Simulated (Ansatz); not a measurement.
# AlCu3: the cost of one run

Computed with Ansatz 0.2.0 (DFT PBEsol, scalar-relativistic, plane waves, PAW, unless a step's input says otherwise).

### 1 The structure to begin with

Symmetry: Pmmn, No. 59, orthorhombic system. The conventional cell has a = 4.173 Å, b = 5.107 Å, c = 4.512 Å, α = 90.00°, β = 90.00°, γ = 90.00°. Al (site symmetry mm2) is surrounded by 12 Cu at 2.55 to 2.60 Å. Cu (site symmetry mm2) is surrounded by 4 Al at 2.55 Å and 8 Cu at 2.58 to 2.60 Å. Around Cu (site symmetry m) lie 8 Cu at 2.54 to 2.60 Å and 4 Al at 2.57 to 2.60 Å.

Structure file:

```cif
data_structure
_symmetry_space_group_name_H-M 'Pmmn:1'
_symmetry_Int_Tables_number 59
_cell_length_a 4.1725
_cell_length_b 5.1070
_cell_length_c 4.5117
_cell_angle_alpha 90.000
_cell_angle_beta 90.000
_cell_angle_gamma 90.000
_cell_volume 96.14
loop_
_atom_site_label
_atom_site_type_symbol
_atom_site_symmetry_multiplicity
_atom_site_Wyckoff_symbol
_atom_site_fract_x
_atom_site_fract_y
_atom_site_fract_z
_atom_site_occupancy
Al1 Al 2 a 0.00000 0.00000 0.66111 1
Cu1 Cu 2 b 0.00000 0.50000 0.66267 1
Cu2 Cu 4 e 0.00000 0.25094 0.16006 1
```

The structure comes from the Materials Project (structure only).

### 2 The base run

The input, input.yaml:

```yaml
crystal:
  lattice:
    - [4.1725144, 0.0, 0.0]
    - [0.0, 5.10701746, 0.0]
    - [0.0, 0.0, 4.51171531]
  atoms:
    - { symbol: Al, position: [0.0, 0.0, 0.66111] }
    - { symbol: Al, position: [0.5, 0.5, 0.33889] }
    - { symbol: Cu, position: [0.0, 0.5, 0.66267495] }
    - { symbol: Cu, position: [0.5, 0.0, 0.33732505] }
    - { symbol: Cu, position: [0.0, 0.25094031, 0.16006468] }
    - { symbol: Cu, position: [0.0, 0.74905969, 0.16006468] }
    - { symbol: Cu, position: [0.5, 0.24905969, 0.83993532] }
    - { symbol: Cu, position: [0.5, 0.75094031, 0.83993532] }
basis:
  ecutwfc: 500
  fft_grid_basis: typed
kpoints:
  mp_grid: { grid: [8, 8, 8] }
hamiltonian:
  xc: pbesol
  pseudopotentials: { kind: paw }
scf:
  occupations: { method: gaussian, width: 0.05 }
output:
  forces: true
  stress: true
  eigenvalues: true
  bader: true
  write_density: true
  volumetric_format: npy
  elf: true
```

Started as:

```
$ ansatz run input.yaml --threads 2 --pin off --max-ram 4096MiB --backend cpu --events-out ev --progress --plain --runs-dir out
```

**Question.** How long does this run take on 2 threads of Arm Neoverse N1, shared host, and how much memory does it need?

About 2.1 min, with a peak of 0.93 GiB.
